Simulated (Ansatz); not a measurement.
Task: a rigid scan of one bond angle of CH5FOSi, SMILES OC(F)[SiH3], with Ansatz 0.2.0 through its Python package. Give the script and its output. Settings (for the species named): Hartree-Fock, 6-31G* basis, multiplicity 1.

```csv
atom,x (Å),y (Å),z (Å)
O,0.1606,1.3714,-1.0522
C,0.5283,0.2095,-0.4332
F,0.5517,-0.6927,-1.4620
Si,-0.4392,-0.4686,0.9399
H,0.0963,1.1719,-2.0259
H,1.5577,0.3804,-0.0865
H,-1.8842,-0.7478,0.5066
H,0.0899,-1.7417,1.4509
H,-0.5727,0.4713,2.1453
```

The script, `bend_ch5fosi.py`:
```python
"""Energy of CH5FOSi against one bond angle."""

import ansatz as az
from ase import Atoms

config = {
    "basis": "6-31G*",
    "xc": "HF",
    "fmax": 0.02,
}


def main() -> None:
    atoms = Atoms(["O", "C", "F", "Si", "H", "H", "H", "H", "H"], positions=[
        [0.1606, 1.3714, -1.0522],
        [0.5283, 0.2095, -0.4332],
        [0.5517, -0.6927, -1.462],
        [-0.4392, -0.4686, 0.9399],
        [0.0963, 1.1719, -2.0259],
        [1.5577, 0.3804, -0.0865],
        [-1.8842, -0.7478, 0.5066],
        [0.0899, -1.7417, 1.4509],
        [-0.5727, 0.4713, 2.1453],
    ])

    # start the scan from a relaxed geometry
    first = (
        az.Crystal.molecule_from_ase(atoms).calculation()
        .basis(gaussian=config["basis"])
        .functional(config["xc"])
        .relax(force_tolerance=config["fmax"], max_steps=80)
    )
    atoms.positions = first.run().report["positions_ang"]

    rows = []
    for angle in [90, 100, 110, 120, 135, 150, 165, 179]:
        bent = atoms.copy()
        bent.set_angle(1, 0, 4, angle, indices=[4])
        job = (
            az.Crystal.molecule_from_ase(bent).calculation()
            .basis(gaussian=config["basis"])
            .functional(config["xc"])
        )
        rows.append((angle, job.run().report["free_energy_ev"]))
    floor = min(e for _, e in rows)
    for angle, e in rows:
        print(f"angle C1-O0-H4 = {angle:3d} deg   {1000 * (e - floor):9.1f} meV")


if __name__ == "__main__":
    main()
```

```console
$ python bend_ch5fosi.py
angle C1-O0-H4 =  90 deg       397.4 meV
angle C1-O0-H4 = 100 deg        95.2 meV
angle C1-O0-H4 = 110 deg         0.0 meV
angle C1-O0-H4 = 120 deg        75.6 meV
angle C1-O0-H4 = 135 deg       421.9 meV
angle C1-O0-H4 = 150 deg       908.0 meV
angle C1-O0-H4 = 165 deg      1347.3 meV
angle C1-O0-H4 = 179 deg      1551.1 meV
```

Notes:
- These settings explore the input space; basis and method may be short of convergence.
- The scan is rigid, and the energies are electronic, in a modest basis. The zero is the lowest point of the grid, which needn't be the minimum.
- Finished in 24 s on 1 thread of Arm Neoverse V2, on a shared host, peak memory 0.21 GiB.
